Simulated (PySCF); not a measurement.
**SnSe+: bond curves at several levels of theory**

The task here is to estimate one member of a computed series from the others.

Computed with PySCF 2.14.0. Level: Sn aug-cc-pVDZ-PP with ECP28, Se aug-cc-pVDZ-PP with ECP10, scalar-relativistic core potentials.

Set-up of the first run:

The job is set up so:

```
atoms                         : Sn, Se
charge                        : 1
basis                         : Sn aug-cc-pVDZ-PP with ECP28, Se aug-cc-pVDZ-PP with ECP10
Hamiltonian                   : scalar-relativistic core potentials
basis functions               : 64
electrons treated             : 45
masses in u                   : 119.9022, 79.9165
levels                        : PBE0, PBE, r²SCAN, TPSS, PBEsol, LDA, LC-ωPBE, HF, MP2, SCS-MP2, CCSD, CCSD(T)
grid                          : 80 radial by 434 angular points
occupations                   : held fixed by the projection of orbital angular momentum
dissociation limit            : Sn+ + Se, each in its ground configuration
starting distance in angstrom : 2.565
values of 2S to try           : 1, 3
```

Started as:

```console
OMP_NUM_THREADS=1 python dia.py task.json out
```

Among the steps run: Input; First curve: PBE0; Higher solutions at PBE0; PBE; r²SCAN (meta-GGA); TPSS; PBEsol; LDA (local density); LC-ωPBE; UHF (mean field); MP2 and coupled cluster.

One of the session's tables, all rows but one given; the rest of the session is left out.

Energy (eV) from each level's lowest point:

| R (Å) | UHF | UHF-MP2 | UHF-SCS-MP2 | UHF-CCSD | UHF-CCSD(T) |
| --- | --- | --- | --- | --- | --- |
| 2.161 | 1.183 | 1.231 | 1.257 | n/a | n/a |
| 2.262 | 0.512 | 0.547 | 0.565 | 0.574 | 0.604 |
| 2.362 | 0.151 | 0.173 | 0.183 | 0.190 | 0.209 |
| 2.438 | ? | ? | ? | ? | ? |
| 2.513 | 0.000 | 0.000 | 0.000 | 0.000 | 0.000 |
| 2.588 | 0.042 | 0.032 | 0.027 | 0.022 | 0.012 |
| 2.689 | 0.178 | 0.158 | 0.146 | 0.132 | 0.107 |
| 2.815 | 0.430 | 0.416 | 0.397 | 0.352 | 0.309 |
| 2.965 | 0.762 | 0.923 | 0.897 | 0.681 | 0.623 |
| 3.166 | 1.076 | 1.621 | 1.575 | n/a | n/a |

Q: Estimate the row for R (Å) = 2.438 from the others.

Worked estimate for «UHF». A straight line through the neighbours (2.362, 0.151) and (2.513, 0.000) gives 0.151 + (0.000 − 0.151) × (2.438 − 2.362) / (2.513 − 2.362) = 0.075; a parabola fitted to 4 rows on both sides gives 0.022.

The run gave: UHF: 0.029; UHF-MP2: 0.039; UHF-SCS-MP2: 0.045; UHF-CCSD: 0.048; UHF-CCSD(T): 0.058. In «UHF» the line misses by +0.046 and the parabola by -0.007.

Limits of these values: At some levels the lowest empty orbital lies below the highest filled one (the two can be of opposite spin).
